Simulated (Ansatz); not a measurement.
# CH6HfO3: the cost of one run

The runs use Ansatz 0.2.0, Gaussian basis; the settings change from run to run.

**1. The relaxed structure**

The structure was relaxed beforehand with PBE0-D4 in a triple-zeta def2 set. Hf takes a core potential in def2 sets; no spin-orbit term is included.

SMILES `[CH3][Hf]([OH])([OH])[OH]`, 11 atoms, charge 0, spin multiplicity 1.

Atoms are counted from 1 here; the program's logs count them from 0.

Bond lengths: C1–Hf2 2.232 Å, C1–H6 1.096 Å, C1–H7 1.096 Å, C1–H8 1.096 Å, Hf2–O3 1.928 Å, Hf2–O4 1.928 Å, Hf2–O5 1.928 Å, O3–H9 0.951 Å, O4–H10 0.951 Å, O5–H11 0.951 Å. Angles: Hf2–C1–H6 111.4°, Hf2–C1–H7 111.4°, Hf2–C1–H8 111.4°, H6–C1–H7 107.4°, H6–C1–H8 107.4°, H7–C1–H8 107.4°, C1–Hf2–O3 105.4°, C1–Hf2–O4 105.4°, C1–Hf2–O5 105.4°, O3–Hf2–O4 113.2°, O3–Hf2–O5 113.2°, O4–Hf2–O5 113.2°, Hf2–O3–H9 160.6°, Hf2–O4–H10 160.6°, Hf2–O5–H11 160.6°.

**2. SPW92/def2-SVPD**

Options: charge +1, multiplicity 2, restricted open-shell orbitals, high accuracy.

in.yaml

```yaml
crystal:
  periodic: [false, false, false]
  atoms:
    - {symbol: C, position_ang: [-1.567365, 0.575891, 0.338996]}
    - {symbol: Hf, position_ang: [0.486185, -0.178690, -0.105191]}
    - {symbol: O, position_ang: [1.173923, -0.816134, 1.579137]}
    - {symbol: O, position_ang: [1.452984, 1.340232, -0.793987]}
    - {symbol: O, position_ang: [0.246897, -1.580330, -1.406944]}
    - {symbol: H, position_ang: [-1.545457, 1.386127, 1.076215]}
    - {symbol: H, position_ang: [-2.054727, 0.964914, -0.561879]}
    - {symbol: H, position_ang: [-2.207118, -0.217164, 0.741780]}
    - {symbol: H, position_ang: [1.745600, -0.924537, 2.331365]}
    - {symbol: H, position_ang: [1.976242, 1.882701, -1.373935]}
    - {symbol: H, position_ang: [0.292847, -2.433009, -1.825558]}
basis:
  gaussian: {orbitals: def2-SVPD}
total_charge: 1
magnetization: {spin_polarized: false, initial_magnetization: 1}
hamiltonian: {xc: {name: SPW92}}
accuracy: high
```

Started as:

```bash
$ ansatz run in.yaml --threads 4 --pin off --events-out ev --progress --plain --max-ram 10444MiB
```

What time and memory should one allow on 4 threads of Intel Xeon Platinum 8488C, shared host?

About 8.5 s, with a peak of 0.96 GiB.
